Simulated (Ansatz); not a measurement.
# C2H8Sn: one species, many methods

The task here is to estimate one member of a computed series from the others.

Method: functionals in def2-TZVPP, the program's frozen cores in correlated methods; program: Ansatz 0.2.0, Gaussian basis.

Plan: LDA (SPW92), PBE-D4, revPBE-D4, BLYP-D4, r2SCAN-D4, B97M-V, PBE0-D4, B3LYP-D4, r2SCANh-D4, r2SCAN0-D4, HSE06-D4, BHLYP-D4, CAM-B3LYP-D4, LC-ωPBE, ωB97X-V, ωB97M-V, B2PLYP, PBE-QIDH; CCSD(T)/def2-SVP; CCSD(T)/def2-TZVPP; MP2/def2-QZVPP; extrapolation to the limit; RPA on PBE.

### The relaxed structure

An earlier PBE0-D4 in a triple-zeta def2 set relaxation fixed the geometry. Sn takes the def2 core potential; no spin-orbit term is included.

SMILES `C[CH2][SnH3]`, 11 atoms, charge 0, spin multiplicity 1.

Atoms are counted from 1 here; the program's logs count them from 0.

Bond lengths: C1–C2 1.522 Å, C1–H4 1.093 Å, C1–H5 1.093 Å, C1–H6 1.094 Å, C2–Sn3 2.150 Å, C2–H7 1.093 Å, C2–H8 1.093 Å, Sn3–H9 1.711 Å, Sn3–H10 1.711 Å, Sn3–H11 1.710 Å. Angles: C2–C1–H4 111.7°, C2–C1–H5 111.7°, C2–C1–H6 111.4°, H4–C1–H5 107.3°, H4–C1–H6 107.2°, H5–C1–H6 107.2°, C1–C2–Sn3 113.2°, C1–C2–H7 111.1°, C1–C2–H8 111.1°, Sn3–C2–H7 107.2°, Sn3–C2–H8 107.2°, H7–C2–H8 106.8°, C2–Sn3–H9 109.7°, C2–Sn3–H10 109.7°, C2–Sn3–H11 111.1°, H9–Sn3–H10 108.5°, H9–Sn3–H11 108.9°, H10–Sn3–H11 108.9°.

The first run:

The input, in.yaml:

```yaml
crystal:
  periodic: [false, false, false]
  atoms:
    - {symbol: C, position_ang: [-1.069783, 1.024463, -0.248936]}
    - {symbol: C, position_ang: [-0.569471, -0.405192, -0.394084]}
    - {symbol: Sn, position_ang: [1.369053, -0.715758, 0.483289]}
    - {symbol: H, position_ang: [-1.157422, 1.317680, 0.800556]}
    - {symbol: H, position_ang: [-0.397160, 1.739176, -0.730446]}
    - {symbol: H, position_ang: [-2.056849, 1.150118, -0.704498]}
    - {symbol: H, position_ang: [-1.255844, -1.111620, 0.079180]}
    - {symbol: H, position_ang: [-0.498184, -0.691609, -1.446231]}
    - {symbol: H, position_ang: [1.311151, -0.345802, 2.153066]}
    - {symbol: H, position_ang: [2.510788, 0.318135, -0.262284]}
    - {symbol: H, position_ang: [1.879117, -2.336593, 0.291090]}
basis:
  gaussian: {orbitals: def2-TZVPP}
hamiltonian: {xc: lda}
output: {orbitals: {seedname: orbitals}}
```

The run is started by

```
$ ansatz run in.yaml --threads 4 --pin off --events-out ev --progress --plain --max-ram 10444MiB
```

Among the steps run: LDA; PBE-D4 (GGA); revPBE-D4 (GGA); BLYP-D4 (GGA); r2SCAN-D4 (meta-GGA); B97M-V (meta-GGA); PBE0-D4 (hybrid); B3LYP-D4 (hybrid); r2SCANh-D4 (hybrid); r2SCAN0-D4 (hybrid); HSE06-D4 (hybrid); BHLYP-D4 (hybrid); CAM-B3LYP-D4 (range-separated); LC-ωPBE (range-separated); ωB97X-V (range-separated); ωB97M-V (range-separated); B2PLYP (double hybrid); PBE-QIDH (double hybrid).

One table of the session follows, with a row left open; its other results are not shown here.

It belongs to the step «Orbital energies across the functionals». 

| functional | HOMO (eV) | LUMO (eV) | gap (eV) |
| --- | --- | --- | --- |
| LDA (SPW92) | -6.78 | -0.56 | 6.22 |
| PBE-D4 | -6.67 | -0.39 | 6.28 |
| revPBE-D4 | ? | ? | ? |
| BLYP-D4 | -6.55 | -0.34 | 6.21 |
| r2SCAN-D4 | -6.89 | 0.09 | 6.98 |
| B97M-V | -6.98 | -0.29 | 6.69 |
| PBE0-D4 | -7.82 | 0.34 | 8.16 |
| B3LYP-D4 | -7.63 | 0.08 | 7.71 |
| r2SCANh-D4 | -7.32 | 0.33 | 7.65 |
| r2SCAN0-D4 | -7.97 | 0.66 | 8.63 |
| HSE06-D4 | -7.42 | -0.01 | 7.41 |
| BHLYP-D4 | -8.88 | 0.94 | 9.82 |
| CAM-B3LYP-D4 | -9.13 | 1.10 | 10.23 |
| LC-ωPBE | -10.44 | 2.18 | 12.63 |
| ωB97X-V | -10.10 | 2.04 | 12.14 |
| ωB97M-V | -9.97 | 1.63 | 11.60 |

Q: Estimate the row for revPBE-D4 from the others.

The run gave: HOMO (eV): -6.62; LUMO (eV): -0.31; gap (eV): 6.32. In the column «HOMO (eV)» it lies between PBE-D4 (-6.67) and BLYP-D4 (-6.55).
